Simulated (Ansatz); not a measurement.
# GaH4 (doublet): the correlation ladder, aug-cc-pVDZ

An exercise on one series of results from a longer session: the logs are not shown, and one member is left open.

Method: aug-cc-pVDZ, core rule «outside noble gas», up to 14 orbitals frozen; program: Ansatz 0.2.0, Gaussian basis.

The runs, in order: UHF; CCSD(T) on ROHF; CCSD(T) on UHF; BCCD(T) on ROHF; CISD as a restricted active space (open shells left free, so some higher excitations enter); CCSDT(Q) on ROHF; CCSDT(Q) on UHF.

11 further runs of the same task are left out: 8 for a known fault of the program, 3 set aside as unsound or not needed. Runs told in other sessions of the task aren't counted.

## What is computed

The geometry is a PBE0/def2-TZVP stationary point (not a proven minimum) of the parent state, kept for this charge and spin. No spin-orbit coupling is included. The filled d shell of Ga may be among the frozen orbitals whatever the setting's name suggests.

5 atoms, charge 0, spin multiplicity 2.

Atoms are counted from 1 here; the program's logs count them from 0.

Bond lengths: Ga1–H2 1.527 Å, Ga1–H4 1.527 Å, H3–H5 0.765 Å. Angles: H2–Ga1–H4 169.3°.

The first run:

Input file in.yaml:

```yaml
crystal:
  periodic: [false, false, false]
  atoms:
    - {symbol: Ga, position_ang: [0.000000, 0.000000, -0.055194]}
    - {symbol: H, position_ang: [0.000000, 1.520673, -0.197915]}
    - {symbol: H, position_ang: [0.000000, 0.382522, 2.106890]}
    - {symbol: H, position_ang: [0.000000, -1.520673, -0.197915]}
    - {symbol: H, position_ang: [0.000000, -0.382522, 2.106890]}
basis:
  gaussian: {orbitals: aug-cc-pVDZ}
magnetization: {spin_polarized: true, initial_magnetization: 1}
hamiltonian: {xc: hf}
output: {orbitals: {seedname: orbitals}}
```

Run with:

```bash
$ ansatz run in.yaml --threads 1 --pin off --events-out ev --progress --plain --max-ram 3328MiB --backend cpu
```

Steps of the session up to this table: UHF; CCSD(T) on ROHF; CCSD(T) on UHF; BCCD(T) on ROHF; CISD as a restricted active space (open shells left free, so some higher excitations enter); CCSDT(Q) on ROHF; CCSDT(Q) on UHF.

One of the session's tables, all rows but one given; the rest of the session is left out.

```
   method  from UCCSDT(Q) (meV)
     ROHF               +3434.8
      UHF               +3343.4
     RMP2                +843.2
     UMP2                +841.6
    RCCSD                 +76.0
    UCCSD                     ?
 RCCSD(T)                 +21.5
 UCCSD(T)                 +17.6
  BCCD(T)                 +21.3
   RCCSDT                  +5.4
   UCCSDT                  +1.4
RCCSDT(Q)                  +3.9
UCCSDT(Q)                     0
```

Estimate the missing values for UCCSD.

The run gave: from UCCSDT(Q) (meV): +70.3. In the column «from UCCSDT(Q) (meV)» it lies between RCCSD(T) (+21.5) and RCCSD (+76.0).

Not comparable, so not listed: CISD as a restricted active space (open shells left free, so some higher excitations enter) (they don't share determinant, frozen orbitals or solution with the rows shown, or repeat one).

Limits of these values: Restricted and unrestricted rows rest on different reference determinants; a gap between their highest levels can come from leftover correlation error, from unlike frozen cores or from another state.
